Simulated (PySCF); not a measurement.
# C4H5ClO2: the cost of one run

Computed with PySCF 2.14.0 and routines of our own; the level stands in each step. Atoms count from 0.

### Step 1. The system as given

12 atoms, charge 0, multiplicity 1; geometry from: GFN2-xTB.

### Step 2. Magnetic properties: GIAO CAM-B3LYP/pcSseg-1

The job: settings as JSON, then the geometry in Å.

```
{"job": {"kind": "mag", "xc": "CAM-B3LYP", "basis": "pcSseg-1", "isotopologues": 2}, "charge": 0, "multiplicity": 1}
C     -2.044980     0.403100     0.697054
O     -0.667069     0.510386     0.404390
C      0.023103    -0.616355     0.322895
C      1.332913    -0.716606     0.026153
C      2.279084     0.327518    -0.280501
O      3.437344     0.182623    -0.528021
Cl     1.603353     1.966807    -0.277496
H     -2.404771     1.419651     0.841256
H     -2.585549    -0.059338    -0.133901
H     -2.213862    -0.178313     1.607649
H     -0.526445    -1.535184     0.522806
H      1.768078    -1.704976     0.007315
```

Level: GIAO CAM-B3LYP/pcSseg-1 magnetisability, rotational g tensor and spin-rotation constants, non-relativistic, gas phase.

Launch:

```sh
OMP_NUM_THREADS=1 python excited_run.py task.json out
```

The driver reads the jobs from task.json and runs them one after another.

**Question.** How long does this first job take on 1 thread of Arm Neoverse V1, shared host, and how much memory does it need?

About 31 s, with a peak of 0.75 GiB.
